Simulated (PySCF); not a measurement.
# C6H4BrN3: the cost of one run

Programs: PySCF 2.14.0, with routines of our own; each step states its level. All values are computed. Atoms count from 0.

## (1) The system as given

14 atoms, charge 0, multiplicity 1; geometry from: GFN2-xTB.

## (2) Relaxing the molecule at PBE0-D3(BJ)/def2-SVP

Job settings and geometry (Å):

```
{"job": {"xc": "PBE0", "basis": "def2-SVP", "d3": "d3bj", "grid": 1, "maxiter": 30, "shake": 0.01, "kind": "geom"}, "charge": 0, "multiplicity": 1}
Br     2.354190     2.304590    -0.386470
C      1.608350     0.611830    -0.160400
C      2.202090    -0.623110    -0.059360
N      1.340840    -1.580410     0.103440
C      0.126700    -0.985970     0.091290
C     -1.183920    -1.465260     0.224980
N     -2.211410    -0.690590     0.196190
C     -2.017200     0.642430     0.031610
C     -0.808100     1.221190    -0.076320
N      0.275720     0.399360    -0.052290
H      3.261850    -0.842300    -0.073010
H     -1.338650    -2.528560     0.361480
H     -2.959270     1.244700     0.008950
H     -0.658350     2.277020    -0.217860
```

On the command line:

```console
OMP_NUM_THREADS=1 python heavy_run.py task.json out
```

This one command runs all jobs of the session in turn.

Q: Estimate the wall time and peak memory of this first job on 1 thread of Arm Neoverse V1, shared host.

About 2.3 min, with a peak of 0.79 GiB.
